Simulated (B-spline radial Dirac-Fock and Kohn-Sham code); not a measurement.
# Core levels of Pb: a first try and its repair

Aim: the K, L3 and M5 binding energies of Pb by ΔSCF.

Method: Delta-SCF core binding energies without Breit or QED terms under the stated settings; computed with B-spline radial Dirac-Fock and Kohn-Sham code, version 4.

## (1) What is computed

Neutral lead, configuration [Xe] 4f14 5d10 6s2 6p2.

```yaml
nuclear_charge: 82
electrons: 82
mass_number: 208
nuclear_rms_radius: 5.5012 fm
```

Outer shells as boxes (Hund's rule, for the drawing alone; heavy ions are jj-coupled, and the calculation averages over the configuration):

```
[Xe] core
4f [↑↓][↑↓][↑↓][↑↓][↑↓][↑↓][↑↓]
5d [↑↓][↑↓][↑↓][↑↓][↑↓]
6s [↑↓]
6p [↑ ][↑ ][  ]
```

## (2) First attempt

Settings in task.json:

```ini
rel = dirac
method = hf
nuc = fermi
radius_factor = 1.0
rmax = 45.0
h = 2.0
order = 8
points = 10
c_factor = 1.0
maxit = 98
damp = 0.5
ndamp = 3
tol = 1e-08
```

Keys: rel is the Hamiltonian, nuc the nuclear model, radius_factor scales its radius, rmax is the box in bohr, h the logarithmic mesh step, order the B-spline order, points the quadrature points a cell, c_factor scales the speed of light; damp, ndamp, maxit and tol steer the iteration.

The run is started by

```
$ python xray2_run.py task.json out
```

From the run's result record (rounded, not every field):

```text
status: converged
total_energy [Ha]: -15926.677251
virial_ratio: 1.426223
iterations: [10, 10, 10, 10]
converged: [true, true, true, true]
highest_orbital_energy [eV]: -6.359777
holes: ["K", "L3", "M5"]
binding [eV]: [68487.83, 9282.373, 3711.024]
scf_energy [Ha]: [-15856.682, -15926.31172, -15926.54468, -15926.63127, -15926.67586, -15926.6771, -15926.67724, -15926.67725, -15926.67725, -15926.67725]
scf_error: [13.0, 0.83, 0.39, 0.18, 0.02, 0.0031, 0.00093, 4.5e-05, 8.1e-06, 3.4e-07]
cells: 24
```

## (3) What went wrong

The run converged, but to the answer of an unsound model or basis. The fault: h is too large to resolve the orbitals.

The cure is h = 0.3.

## (4) The mended run

Changed: h = 0.3, maxit = 60.

From the run's result record (rounded, not every field):

```text
status: converged
total_energy [Ha]: -20913.70281
virial_ratio: 1.860315
iterations: [10, 10, 10, 10]
converged: [true, true, true, true]
highest_orbital_energy [eV]: -5.984185
holes: ["K", "L3", "M5"]
binding [eV]: [88500.32, 13080.77, 2494.831]
cells: 59
```

## (5) What came out

| quantity | value |
| --- | --- |
| first try | converged |
| fault | h is too large to resolve the orbitals |
| cure | h = 0.3 |
| mended run | converged (ground state in 10 iterations) |
| K binding | 88500.3 eV (first try 68487.8) |
| L3 binding | 13080.8 eV (first try 9282.4) |
| M5 binding | 2494.8 eV (first try 3711.0) |

In words: The first try was off by -20012.49 eV for K, -3798.40 eV for L3 and +1216.19 eV for M5. It gave no warning. The mended values lack Breit and QED terms.
